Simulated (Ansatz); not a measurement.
# CHBClN: up Jacob's ladder to CCSD(T)

One table from this session's results is given with a row withheld; the runs are named, their logs left out.

Computed with Ansatz 0.2.0, Gaussian basis. Level: functionals in def2-TZVPP, the program's frozen cores in correlated methods.

Levels to be run: LDA (SPW92), PBE-D4, revPBE-D4, BLYP-D4, r2SCAN-D4, B97M-V, PBE0-D4, B3LYP-D4, r2SCANh-D4, r2SCAN0-D4, HSE06-D4, BHLYP-D4, CAM-B3LYP-D4, LC-ωPBE, ωB97X-V, ωB97M-V, B2PLYP, PBE-QIDH; CCSD(T)/def2-SVP; CCSD(T)/def2-TZVPP; MP2/def2-QZVPP; extrapolation to the limit; RPA on PBE.

## The relaxed structure

The geometry comes from an earlier relaxation with PBE0-D4 in a triple-zeta def2 set; it is a stationary point.

SMILES `N#CBCl`, 5 atoms, charge 0, spin multiplicity 1.

Atoms are counted from 1 here; the program's logs count them from 0.

Bond lengths: N1–C2 1.152 Å, C2–B3 1.528 Å, B3–Cl4 1.723 Å, B3–H5 1.186 Å. Angles: N1–C2–B3 178.6°, C2–B3–Cl4 119.2°, C2–B3–H5 120.7°, Cl4–B3–H5 120.1°.

The first run:

Contents of in.yaml:

```yaml
crystal:
  periodic: [false, false, false]
  atoms:
    - {symbol: N, position_ang: [1.053199, -1.411133, 1.218174]}
    - {symbol: C, position_ang: [0.513389, -0.630856, 0.564159]}
    - {symbol: B, position_ang: [-0.176576, 0.429720, -0.293294]}
    - {symbol: Cl, position_ang: [-1.594458, 0.005202, -1.176196]}
    - {symbol: H, position_ang: [0.254445, 1.533467, -0.354241]}
basis:
  gaussian: {orbitals: def2-TZVPP}
hamiltonian: {xc: lda}
output: {orbitals: {seedname: orbitals}}
```

Steps of the session up to this table: LDA; PBE-D4 (GGA); revPBE-D4 (GGA); BLYP-D4 (GGA); r2SCAN-D4 (meta-GGA); B97M-V (meta-GGA); PBE0-D4 (hybrid); B3LYP-D4 (hybrid); r2SCANh-D4 (hybrid); r2SCAN0-D4 (hybrid); HSE06-D4 (hybrid); BHLYP-D4 (hybrid); CAM-B3LYP-D4 (range-separated); LC-ωPBE-D4 (range-separated; the results give it without D4); ωB97X-V (range-separated); ωB97M-V (range-separated); B2PLYP (double hybrid); PBE-QIDH (double hybrid).

One of the session's tables, all rows but one given; the rest of the session is left out.

It belongs to the step «Frontier levels by functional». 

```
  functional  HOMO (eV)  LUMO (eV)  gap (eV)
 LDA (SPW92)      -8.34      -4.39      3.95
      PBE-D4      -8.22      -4.11      4.11
   revPBE-D4      -8.17      -4.00      4.17
     BLYP-D4      -8.09      -3.93      4.16
   r2SCAN-D4      -8.57      -3.89      4.67
      B97M-V      -8.64      -3.82      4.82
     PBE0-D4      -9.68      -3.19      6.50
    B3LYP-D4      -9.42      -3.37      6.05
  r2SCANh-D4      -9.10      -3.56      5.55
  r2SCAN0-D4      -9.91      -3.05      6.85
    HSE06-D4      -9.27      -3.57      5.70
    BHLYP-D4     -11.02      -2.11      8.91
CAM-B3LYP-D4          ?          ?         ?
     LC-ωPBE     -12.54      -0.90     11.63
     ωB97X-V     -12.14      -0.94     11.21
     ωB97M-V     -11.98      -1.06     10.92
```

Estimate the missing values for CAM-B3LYP-D4.

**Answer.** HOMO (eV): -11.11; LUMO (eV): -2.04; gap (eV): 9.06. In the column «HOMO (eV)» it lies between ωB97M-V (-11.98) and BHLYP-D4 (-11.02).
